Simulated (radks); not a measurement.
**Ti³⁺ in [Ar] 4f1: an all-electron calculation**

One table from this session's results is given with a row withheld; the runs are named, their logs left out.

Program: radks (a radial shooting solver on a logarithmic mesh, Libxc functionals) version 1. Level of theory: non-relativistic Kohn-Sham, r2SCAN, spin-polarised, spherical densities, point nucleus; open shells are filled with parallel spins first. These are calculated values, not measurements, unless marked.

### What is computed

* element: titanium (Z = 22)
* charge: +3
* electrons: 19
* configuration: [Ar] 4f1

Outer shells as boxes (Hund's rule):

Ti³⁺
```
[Ar] core
4f [↑ ][  ][  ][  ][  ][  ][  ]
```

Set-up of the first run:

Settings of this run:

```text
Z 22
configuration [Ar] 4f1
relativity non-relativistic
functional r2scan,r2scan
spin polarised
nucleus point
```

One of the session's tables, all rows but one given; the rest of the session is left out.

It belongs to the step «Shells». From the orbitals of this run (lengths in bohr):

```
  level      <r>  outermost maximum (interpolated)  90 % within  nodes
1s down  0.07019                            0.0461        0.125      0
  1s up  0.07019                            0.0461        0.125      0
2s down   0.3265                             0.271        0.506      1
  2s up   0.3265                             0.271        0.506      1
2p down   0.2905                             0.221        0.477      0
  2p up   0.2905                             0.221        0.477      0
3s down        ?                                 ?            ?      ?
  3s up   0.9819                             0.863         1.46      2
  3p up    1.031                             0.885         1.56      1
3p down    1.029                             0.884         1.56      1
  4f up    4.388                              3.92         6.38      0
```

**Question.** Estimate the row for 3s down.

**Answer.** <r>: 0.9821; outermost maximum (interpolated): 0.863; 90 % within: 1.46; nodes: 2. In the column «<r>» it lies between 3s up (0.9819) and 3p down (1.029).
